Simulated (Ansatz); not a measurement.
# GeSb2Te4: the cost of one run

Program: Ansatz 0.2.0. Level of theory: DFT PBE, scalar-relativistic, plane waves, PAW. These are calculated values, not measurements.

### 1 The starting structure

The structure is tetragonal, space group I-4m2 (No. 119). Conventional cell: a = 6.119 Å, b = 6.119 Å, c = 12.103 Å, α = 90.00°, β = 90.00°, γ = 90.00°. Ge (site symmetry -4m2) has 6 Te at 3.00 to 3.06 Å as nearest neighbours. Around Sb (site symmetry -4m2) lie 6 Te at 3.05 to 3.06 Å. Te (site symmetry 2mm) has 3 Sb at 3.05 to 3.06 Å and 2 Ge at 3.06 Å as nearest neighbours. Te (site symmetry 2mm) has 1 Ge at 3.00 Å and 3 Sb at 3.05 to 3.06 Å as nearest neighbours.

Coordinates:

```
Ge Sb Te
1.0
    12.23830    0.00000    0.00000
     0.00000   12.23830    0.00000
    -6.11915   -6.11915   12.10283
Ge Sb Te
8 16 32
Direct
  0.00000 0.00000 0.00000
  0.00000 0.00000 0.50000
  0.50000 0.00000 0.50000
  0.50000 0.00000 0.00000
  0.00000 0.50000 0.50000
  0.00000 0.50000 0.00000
  0.50000 0.50000 0.00000
  0.50000 0.50000 0.50000
  0.25000 0.25000 0.50000
  0.25000 0.25000 0.00000
  0.75000 0.25000 0.00000
  0.75000 0.25000 0.50000
  0.25000 0.75000 0.00000
  0.25000 0.75000 0.50000
  0.75000 0.75000 0.50000
  0.75000 0.75000 0.00000
  0.37500 0.12500 0.25000
  0.37500 0.12500 0.75000
  0.87500 0.12500 0.75000
  0.87500 0.12500 0.25000
  0.37500 0.62500 0.75000
  0.37500 0.62500 0.25000
  0.87500 0.62500 0.25000
  0.87500 0.62500 0.75000
  0.00081 0.25081 0.00162
  0.00081 0.25081 0.50162
  0.50081 0.25081 0.50162
  0.50081 0.25081 0.00162
  0.00081 0.75081 0.50162
  0.00081 0.75081 0.00162
  0.50081 0.75081 0.00162
  0.50081 0.75081 0.50162
  0.12408 0.12408 0.24816
  0.12408 0.12408 0.74816
  0.62408 0.12408 0.74816
  0.62408 0.12408 0.24816
  0.12408 0.62408 0.74816
  0.12408 0.62408 0.24816
  0.62408 0.62408 0.24816
  0.62408 0.62408 0.74816
  0.24919 0.49919 0.49838
  0.24919 0.49919 0.99838
  0.74919 0.49919 0.99838
  0.74919 0.49919 0.49838
  0.24919 0.99919 0.99838
  0.24919 0.99919 0.49838
  0.74919 0.99919 0.49838
  0.74919 0.99919 0.99838
  0.37592 0.37592 0.75184
  0.37592 0.37592 0.25184
  0.87592 0.37592 0.25184
  0.87592 0.37592 0.75184
  0.37592 0.87592 0.25184
  0.37592 0.87592 0.75184
  0.87592 0.87592 0.75184
  0.87592 0.87592 0.25184
```

The runs take a perfect supercell of 56 atoms; the defect goes to fractional position (0.001, 0.251, 0.002).

### 2 The perfect supercell

File input.yaml:

```yaml
crystal:
  lattice:
    - [12.2383, 0.0, 0.0]
    - [0.0, 12.2383, 0.0]
    - [-6.11915, -6.11915, 12.10283]
  atoms:
    - { symbol: Ge, position: [0.0, 0.0, 0.0] }
    - { symbol: Ge, position: [0.0, 0.0, 0.5] }
    - { symbol: Ge, position: [0.5, 0.0, 0.5] }
    - { symbol: Ge, position: [0.5, 0.0, 0.0] }
    - { symbol: Ge, position: [0.0, 0.5, 0.5] }
    - { symbol: Ge, position: [0.0, 0.5, 0.0] }
    - { symbol: Ge, position: [0.5, 0.5, 0.0] }
    - { symbol: Ge, position: [0.5, 0.5, 0.5] }
    - { symbol: Sb, position: [0.25, 0.25, 0.5] }
    - { symbol: Sb, position: [0.25, 0.25, 0.0] }
    - { symbol: Sb, position: [0.75, 0.25, 0.0] }
    - { symbol: Sb, position: [0.75, 0.25, 0.5] }
    - { symbol: Sb, position: [0.25, 0.75, 0.0] }
    - { symbol: Sb, position: [0.25, 0.75, 0.5] }
    - { symbol: Sb, position: [0.75, 0.75, 0.5] }
    - { symbol: Sb, position: [0.75, 0.75, 0.0] }
    - { symbol: Sb, position: [0.375, 0.125, 0.25] }
    - { symbol: Sb, position: [0.375, 0.125, 0.75] }
    - { symbol: Sb, position: [0.875, 0.125, 0.75] }
    - { symbol: Sb, position: [0.875, 0.125, 0.25] }
    - { symbol: Sb, position: [0.375, 0.625, 0.75] }
    - { symbol: Sb, position: [0.375, 0.625, 0.25] }
    - { symbol: Sb, position: [0.875, 0.625, 0.25] }
    - { symbol: Sb, position: [0.875, 0.625, 0.75] }
    - { symbol: Te, position: [0.00081, 0.25081, 0.00162] }
    - { symbol: Te, position: [0.00081, 0.25081, 0.50162] }
    - { symbol: Te, position: [0.50081, 0.25081, 0.50162] }
    - { symbol: Te, position: [0.50081, 0.25081, 0.00162] }
    - { symbol: Te, position: [0.00081, 0.75081, 0.50162] }
    - { symbol: Te, position: [0.00081, 0.75081, 0.00162] }
    - { symbol: Te, position: [0.50081, 0.75081, 0.00162] }
    - { symbol: Te, position: [0.50081, 0.75081, 0.50162] }
    - { symbol: Te, position: [0.124081, 0.124081, 0.248162] }
    - { symbol: Te, position: [0.124081, 0.124081, 0.748162] }
    - { symbol: Te, position: [0.624081, 0.124081, 0.748162] }
    - { symbol: Te, position: [0.624081, 0.124081, 0.248162] }
    - { symbol: Te, position: [0.124081, 0.624081, 0.748162] }
    - { symbol: Te, position: [0.124081, 0.624081, 0.248162] }
    - { symbol: Te, position: [0.624081, 0.624081, 0.248162] }
    - { symbol: Te, position: [0.624081, 0.624081, 0.748162] }
    - { symbol: Te, position: [0.24919, 0.49919, 0.49838] }
    - { symbol: Te, position: [0.24919, 0.49919, 0.99838] }
    - { symbol: Te, position: [0.74919, 0.49919, 0.99838] }
    - { symbol: Te, position: [0.74919, 0.49919, 0.49838] }
    - { symbol: Te, position: [0.24919, 0.99919, 0.99838] }
    - { symbol: Te, position: [0.24919, 0.99919, 0.49838] }
    - { symbol: Te, position: [0.74919, 0.99919, 0.49838] }
    - { symbol: Te, position: [0.74919, 0.99919, 0.99838] }
    - { symbol: Te, position: [0.375919, 0.375919, 0.751838] }
    - { symbol: Te, position: [0.375919, 0.375919, 0.251838] }
    - { symbol: Te, position: [0.875919, 0.375919, 0.251838] }
    - { symbol: Te, position: [0.875919, 0.375919, 0.751838] }
    - { symbol: Te, position: [0.375919, 0.875919, 0.251838] }
    - { symbol: Te, position: [0.375919, 0.875919, 0.751838] }
    - { symbol: Te, position: [0.875919, 0.875919, 0.751838] }
    - { symbol: Te, position: [0.875919, 0.875919, 0.251838] }
basis:
  ecutwfc: 420
  fft_grid_basis: typed
kpoints:
  mp_grid: { grid: [1, 1, 1] }
hamiltonian:
  xc: pbe
  pseudopotentials: { kind: paw }
scf:
  occupations: { method: gaussian, width: 0.05 }
output:
  forces: true
  stress: false
  eigenvalues: true
  bader: false
  write_density: true
  volumetric_format: npy
```

Run with:

```
$ ansatz run input.yaml --threads 8 --pin off --max-ram 16384MiB --backend cpu --events-out ev --progress --plain --runs-dir out
```

Q: Estimate wall time and peak memory on 8 threads of Intel Xeon Platinum 8488C (Sapphire Rapids), shared host.

About 11 s, with a peak of 2.9 GiB.
